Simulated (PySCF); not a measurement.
# MoOF₂: singlet, from a PBE0 minimum start

Where does singlet MoOF₂ go from a PBE0 minimum start, is the end point a minimum, and what are its modes, charges and moments?

The runs use PySCF 2.14.0; PBE0, basis Mo def2-TZVP with ECP28, O def2-TZVP, F def2-TZVP, scalar-relativistic core potentials, no spin–orbit coupling, density fitting.

## (1) Where the work starts

4 atoms, charge 0, spin multiplicity 1.

Bond lengths: Mo1–O2 1.645 Å, Mo1–F3 1.833 Å, Mo1–F4 1.833 Å. Angles: O2–Mo1–F3 116.2°, O2–Mo1–F4 116.2°, F3–Mo1–F4 127.7°.

```xyz
4
charge 0 multiplicity 1
Mo   -0.0009   -0.0289    0.0000
O     0.0000   -1.6742    0.0000
F     0.0024    0.7792   -1.6451
F     0.0024    0.7792    1.6451
```

## (2) The SCF at the typed geometry

The steps below are one call of a driver around PySCF. For each, scf.py gives the equivalent set-up of the SCF; relaxations use the driver's own optimiser. After this first run the driver tries any further starts and a stability analysis.

Input file scf.py:

```python
from pyscf import gto, scf, dft
mol = gto.M(atom='''
Mo    -0.000940    -0.028910    -0.000000
O     -0.000000    -1.674160     0.000000
F      0.002420     0.779250    -1.645150
F      0.002420     0.779250     1.645150''',
    basis={'Mo': 'def2-TZVP', 'O': 'def2-TZVP', 'F': 'def2-TZVP'},
    ecp={'Mo': 'def2-TZVP'},
    charge=0, spin=0)
mf = dft.RKS(mol, xc='PBE0')
mf.grids.atom_grid = (50, 194)
aux = {'Mo': 'def2-universal-JKFIT', 'O': 'def2-universal-JKFIT', 'F': 'def2-universal-JKFIT'}
mf = mf.density_fit(auxbasis=aux)
mf.conv_tol = 1e-08
mf.diis_space = 10
mf.max_cycle = 60
mf.init_guess = 'minao'
mf.verbose = 4
mf.kernel()
```

On the command line:

```sh
$ OMP_NUM_THREADS=4 python axn.py task.json out
```

Standard output:

```text
init E= -336.523094732105
  HOMO = -0.408238218636291  LUMO = -0.401317813320644  gap/eV = 0.18831
cycle= 1 E= -342.763131532158  delta_E= -6.24  |g|= 1.21  |ddm|= 3.88
  HOMO = -0.189206569762288  LUMO = -0.170528424892194  gap/eV = 0.50826
cycle= 2 E= -340.796553495516  delta_E= 1.97  |g|= 3.52  |ddm|= 1.82
  HOMO = -0.127477779053351  LUMO = -0.106332326633675  gap/eV = 0.57540
cycle= 3 E= -342.908441057208  delta_E= -2.11  |g|= 0.711  |ddm|= 1.55
  HOMO = -0.200276845340824  LUMO = -0.145474645734044  gap/eV = 1.49124
cycle= 4 E= -342.987891422906  delta_E= -0.0795  |g|= 0.295  |ddm|= 0.455
  HOMO = -0.216032691703873  LUMO = -0.159932844072848  gap/eV = 1.52655
cycle= 5 E= -343.001492466476  delta_E= -0.0136  |g|= 0.0851  |ddm|= 0.156
  HOMO = -0.20572739931027  LUMO = -0.149757111273058  gap/eV = 1.52303
cycle= 6 E= -343.002810367382  delta_E= -0.00132  |g|= 0.0171  |ddm|= 0.0523
  HOMO = -0.205621155215962  LUMO = -0.149633572442454  gap/eV = 1.52350
cycle= 7 E= -343.002867051891  delta_E= -5.67e-05  |g|= 0.00286  |ddm|= 0.00773
  HOMO = -0.205608116772886  LUMO = -0.149618260844552  gap/eV = 1.52356
cycle= 8 E= -343.002868571608  delta_E= -1.52e-06  |g|= 0.000449  |ddm|= 0.00155
  HOMO = -0.20564600095905  LUMO = -0.149640246964957  gap/eV = 1.52399
cycle= 9 E= -343.002868626923  delta_E= -5.53e-08  |g|= 0.000101  |ddm|= 0.000362
  HOMO = -0.205655730073531  LUMO = -0.149646772122637  gap/eV = 1.52408
cycle= 10 E= -343.002868631234  delta_E= -4.31e-09  |g|= 1.59e-05  |ddm|= 0.000122
  HOMO = -0.205652641705154  LUMO = -0.149644345014419  gap/eV = 1.52406
Extra cycle  E= -343.002868631314  delta_E= -7.92e-11  |g|= 2.25e-05  |ddm|= 2.82e-05
converged SCF energy = -343.002868631314
```

This step, with its further starts and checks, needed 4.5 s of wall time on 4 threads of Arm Neoverse V2, shared host.

The test of internal stability found no lower closed-shell solution.

## (3) Relaxing the singlet from the PBE0 minimum start

The program finds C2v symmetry in the start, which this walk keeps.

scf.py: that of step 2 with these lines changed.

```diff
@@ -3,4 +3,4 @@
-Mo    -0.000940    -0.028910    -0.000000
-O     -0.000000    -1.674160     0.000000
-F      0.002420     0.779250    -1.645150
-F      0.002420     0.779250     1.645150''',
+Mo    -0.000027    -0.028914     0.000000
+O     -0.001583    -1.674162     0.000000
+F      0.000737     0.779248    -1.645150
+F      0.000737     0.779248     1.645150''',
@@ -17 +16,0 @@
-mf.init_guess = 'minao'
```

Energy and gradient, step by step:

```csv
step,energy (Eh),change (kJ/mol),largest symmetric gradient (Eh/bohr)
0,-343.002869,0.00,0.07193
1,-343.014210,-29.78,0.01000
2,-343.016073,-34.67,0.00975
3,-343.018767,-41.74,0.00726
4,-343.019097,-42.61,0.00396
5,-343.019118,-42.66,0.00055
6,-343.019118,-42.66,0.00000
```

The walk took 14 s.

Positions (Å) and forces (eV/Å) along the way:

```
step 0
Mo   0.000  -0.029   0.000  -0.004  -3.699   0.000
O   -0.002  -1.674   0.000   0.000  -0.003   0.000
F    0.001   0.779  -1.645   0.002   1.851  -2.112
F    0.001   0.779   1.645   0.002   1.851   2.112
step 1
Mo   0.000  -0.097   0.000  -0.001  -0.432   0.000
O   -0.002  -1.736   0.000   0.000   0.082   0.000
F    0.001   0.844  -1.682   0.000   0.175   0.514
F    0.001   0.844   1.682   0.000   0.175  -0.514
step 3
Mo   0.000  -0.199   0.000   0.000   0.261   0.000
O   -0.002  -1.848   0.000   0.000   0.202   0.000
F    0.001   0.952  -1.535   0.000  -0.231   0.373
F    0.001   0.952   1.535   0.000  -0.231  -0.373
step 6
Mo   0.000  -0.206   0.000   0.000   0.000   0.000
O   -0.002  -1.854   0.000   0.000   0.000   0.000
F    0.001   0.958  -1.503   0.000   0.000   0.000
F    0.001   0.958   1.503   0.000   0.000   0.000
```

It settles in C2v symmetry, 42.7 kJ/mol below the start, after 6 steps: Mo–F 1.900 Å (×2), Mo–O 1.648 Å; F–Mo–F 104.5°, F–Mo–O 127.7° (×2).

## (4) Vibrations and properties at this point

On the finer grid the gradient is checked again; gradients at displacements of ±0.02 bohr then give force constants and infrared intensities.

scf.py: that of step 3 with these lines changed.

```diff
@@ -3,4 +3,4 @@
-Mo    -0.000027    -0.028914     0.000000
-O     -0.001583    -1.674162     0.000000
-F      0.000737     0.779248    -1.645150
-F      0.000737     0.779248     1.645150''',
+Mo    -0.000108    -0.113997     0.000000
+O     -0.001665    -1.761703     0.000000
+F      0.000985     1.042314    -1.508593
+F      0.000985     1.042314     1.508593''',
@@ -11 +11 @@
-mf.grids.atom_grid = (50, 194)
+mf.grids.atom_grid = (75, 302)
@@ -14 +14 @@
-mf.conv_tol = 1e-08
+mf.conv_tol = 1e-10
```

This SCF starts from the last density.

SCF at the final geometry:

```text
init E= -343.01922220668
  HOMO = -0.238351400184648  LUMO = -0.161080018106695  gap/eV = 2.10266
cycle= 1 E= -343.019222206675  delta_E= 5.12e-12  |g|= 5.83e-06  |ddm|= 3.97e-06
  HOMO = -0.238351679106454  LUMO = -0.161080520745337  gap/eV = 2.10266
Extra cycle  E= -343.019222206652  delta_E= 2.23e-11  |g|= 1.3e-05  |ddm|= 8.3e-06
converged SCF energy = -343.019222206652
```

The whole step took 44 s.

Geometry: C2v; Mo–F 1.901 Å (×2), Mo–O 1.648 Å; F–Mo–F 105.1°, F–Mo–O 127.5° (×2).

Modes, for the most abundant isotopes:

| symmetry | ω (cm⁻¹) | IR (km/mol) |
| --- | --- | --- |
| b2 | 168 | 23.2 |
| b1 | 169 | 49.8 |
| a1 | 178 | 6.3 |
| b2 | 614 | 213 |
| a1 | 657 | 108 |
| a1 | 1094 | 221 |

Every mode is real; the point is a minimum.

Constants and moments:

| Item | Value |
| --- | --- |
| Dipole moment | 1.06 D |
| Highest occupied level | -6.49 eV |
| Lowest empty level | -4.38 eV |
| Rotational constants | 0.1949, 0.1828, 0.09435 cm⁻¹ |
| Zero-point energy | 17.2 kJ/mol |
| Principal polarisabilities | 21.2, 34.7, 40.8 bohr³ |
| Atomisation energy without zero-point energy | 1428 kJ/mol |
| Principal traceless quadrupole moments about the centre of mass | -6.23, -5.96, 12.19 D Å |
| Entropy at 298.15 K and 1 bar | 307.1 J/(mol K) |
| Heat capacity Cp at 298.15 K | 66.0 J/(mol K) |
| Enthalpy at 298.15 K above 0 K | 15.50 kJ/mol |
| Rotational symmetry number | 2 |

Populations by atom (charges in e):

| atom | Mulliken | Löwdin | polar tensor | Mayer order to Mo1 |
| --- | --- | --- | --- | --- |
| Mo1 | 1.55 | 0.90 | 2.37 | – |
| O2 | -0.53 | -0.24 | -0.83 | 2.08 |
| F3,4 | -0.51 | -0.33 | -0.77 | 0.73 |

Outer orbital energies (eV). occupied: -12.55, -12.38, -11.98, -11.27, -11.24, -10.91, -10.73, -6.49; empty: -4.38, -2.61, -1.45, -0.18.

Mulliken populations on Mo1 (outside its core potential): s 2.09, p 6.19, d 4.10, f 0.07.

## (5) A spin-polarised start

A stability analysis found the closed shell of the lowest minimum unstable towards spin polarisation, so the unrestricted solution is followed.

The program finds C2v symmetry in the start, which may break. The walk stops when the largest gradient is under 0.0003 Eh/bohr and the energy has settled too.

scf.py: that of step 4 with these lines changed.

```diff
@@ -3,4 +3,4 @@
-Mo    -0.000108    -0.113997     0.000000
-O     -0.001665    -1.761703     0.000000
-F      0.000985     1.042314    -1.508593
-F      0.000985     1.042314     1.508593''',
+Mo    -0.000109    -0.115744    -0.000000
+O     -0.001667    -1.763450    -0.000000
+F      0.000984     1.040566    -1.508593
+F      0.000984     1.040566     1.508593''',
@@ -10,2 +10,2 @@
-mf = dft.RKS(mol, xc='PBE0')
-mf.grids.atom_grid = (75, 302)
+mf = dft.UKS(mol, xc='PBE0')
+mf.grids.atom_grid = (50, 194)
@@ -14 +14 @@
-mf.conv_tol = 1e-10
+mf.conv_tol = 1e-08
```

The optimiser's trace:

```csv
step,energy (Eh),change (kJ/mol),largest gradient (Eh/bohr)
0,-343.061094,0.00,0.02896
1,-343.062986,-4.97,0.00706
2,-343.063614,-6.62,0.00299
3,-343.063865,-7.27,0.00077
4,-343.063861,-7.26,0.00072
5,-343.063871,-7.29,0.00026
6,-343.063871,-7.29,0.00010
```

The walk took 24 s.

Geometry (Å) and forces (eV/Å) at some steps:

```
step 0
Mo   0.000  -0.116   0.000   0.001   1.489   0.000
O   -0.002  -1.763   0.000   0.000  -0.074   0.000
F    0.001   1.041  -1.509  -0.001  -0.708   0.455
F    0.001   1.041   1.509  -0.001  -0.708  -0.456
step 1
Mo   0.000  -0.084   0.000   0.001   0.363   0.000
O   -0.002  -1.734   0.000   0.000  -0.040   0.000
F    0.001   1.010  -1.516   0.000  -0.162  -0.115
F    0.001   1.010   1.516   0.000  -0.162   0.115
step 3
Mo  -0.008  -0.033   0.000   0.024   0.033   0.000
O    0.002  -1.681   0.000  -0.012  -0.040   0.000
F    0.003   0.958  -1.585  -0.006   0.003  -0.016
F    0.003   0.958   1.585  -0.007   0.003   0.016
step 6
Mo   0.000  -0.032   0.000   0.000   0.004   0.000
O   -0.001  -1.680   0.000   0.000  -0.005   0.000
F    0.001   0.957  -1.587   0.001   0.000  -0.001
F    0.001   0.957   1.587  -0.001   0.000   0.001
```

After 6 steps and 7.3 kJ/mol it ends at C2v: Mo–F 1.870 Å (×2), Mo–O 1.648 Å; F–Mo–F 116.2°, F–Mo–O 121.9° (×2).

## (6) Frequencies

The same treatment as at the point before.

scf.py: that of step 5 with these lines changed.

```diff
@@ -3,4 +3,4 @@
-Mo    -0.000109    -0.115744    -0.000000
-O     -0.001667    -1.763450    -0.000000
-F      0.000984     1.040566    -1.508593
-F      0.000984     1.040566     1.508593''',
+Mo    -0.000068    -0.074821    -0.000000
+O     -0.001556    -1.723011    -0.000000
+F      0.000827     0.916117    -1.585907
+F      0.000827     0.916117     1.585907''',
@@ -11 +11 @@
-mf.grids.atom_grid = (50, 194)
+mf.grids.atom_grid = (75, 302)
@@ -14 +14 @@
-mf.conv_tol = 1e-08
+mf.conv_tol = 1e-10
```

Log of the central SCF (cycles and frontier levels):

```text
init E= -343.06413468069
[... the frontier-level lines of each cycle are left out ...]
cycle= 1 E= -343.06413468066  delta_E= 2.96e-11  |g|= 9.48e-06  |ddm|= 5.63e-06
Extra cycle  E= -343.064134680327  delta_E= 3.33e-10  |g|= 3.15e-05  |ddm|= 1.75e-05
converged SCF energy = -343.064134680327  <S^2> = 1.0029918  2S+1 = 2.2387423
```

The whole step needed 76 s of wall time on 4 threads of Arm Neoverse V2, shared host.

Geometry: C2v; Mo–F 1.870 Å (×2), Mo–O 1.648 Å; F–Mo–F 116.0°, F–Mo–O 122.0° (×2).

Modes, for the most abundant isotopes:

```tsv
symmetry	ω (cm⁻¹)	IR (km/mol)	μ (u)	type
b1	148	25.5	24.50	bend
a1	167	8.8	21.13	bend
b2	211	16.2	18.64	bend
a1	663	90.2	20.36	stretch
b2	673	201	23.34	stretch
a1	1096	190	18.11	stretch
```

No imaginary mode, so this is a minimum.

Properties at this point:

* Dipole moment: 0.13 D
* Highest occupied level: -7.27 eV
* Lowest empty level: -3.78 eV
* Rotational constants: 0.2109, 0.1764, 0.09606 cm⁻¹
* Zero-point energy: 17.7 kJ/mol
* Principal polarisabilities: 32.3, 33.7, 40.5 bohr³
* Atomisation energy without zero-point energy: 1546 kJ/mol
* Principal traceless quadrupole moments about the centre of mass: -4.81, -3.41, 8.22 D Å
* Entropy at 298.15 K and 1 bar: 306.2 J/(mol K)
* Heat capacity Cp at 298.15 K: 65.4 J/(mol K)
* Enthalpy at 298.15 K above 0 K: 15.38 kJ/mol
* Rotational symmetry number: 2
* Spin squared ⟨S²⟩: 1.003

Populations by atom (charges in e):

```
atom  Mulliken  Löwdin  polar tensor  spin (Mulliken)  Mayer order to Mo1
 Mo1      1.51    0.84          2.13             0.04                   –
  O2     -0.52   -0.25         -0.76             0.05                2.10
F3,4     -0.49   -0.30         -0.69            -0.04                0.79
```

Mulliken populations on Mo1 (outside its core potential): s 2.30, p 6.18, d 3.94, f 0.07.

## (7) The points found, side by side

| spin | group | bonds | imaginary modes (cm⁻¹) | ΔE (kJ/mol) | with zero-point energy |
| --- | --- | --- | --- | --- | --- |
| broken-symmetry (Ms = 0) | C2v | Mo–F 1.870 Å (×2), Mo–O 1.648 Å | none | 0.0 | 0.0 |
| singlet | C2v | Mo–F 1.901 Å (×2), Mo–O 1.648 Å | none | 117.9 | 117.5 |

## (8) Summary of results

| quantity | value |
| --- | --- |
| minimum | broken-symmetry (Ms = 0), C2v |
| geometry | Mo–F 1.870 Å (×2), Mo–O 1.648 Å; F–Mo–F 116.0°, F–Mo–O 122.0° (×2) |
| wavenumbers (cm⁻¹) | 148 (b1), 167 (a1), 211 (b2), 663 (a1), 673 (b2), 1096 (a1) |
| dipole moment | 0.13 D |
| highest occupied, lowest empty level (either spin) | -7.27, -3.78 eV |
| polar-tensor charge of Mo1 | +2.13 e |
| zero-point energy | 17.7 kJ/mol |
| entropy at 298.15 K | 306.2 J/(mol K) |
| atomisation energy (no zero-point energy) | 1546 kJ/mol |
| ⟨S²⟩ | 1.003 |

What this shows: The PBE0 minimum start keeps its C2v symmetry and ends in a minimum. The determinant is spin-contaminated (⟨S²⟩ = 1.00 against 0.00), so it is no pure spin state. The strongest infrared band lies at 673 cm⁻¹ (b2, stretch). Only this shape and spin were tried, so other structures or states may lie lower.

The search up to here took 2.9 min.
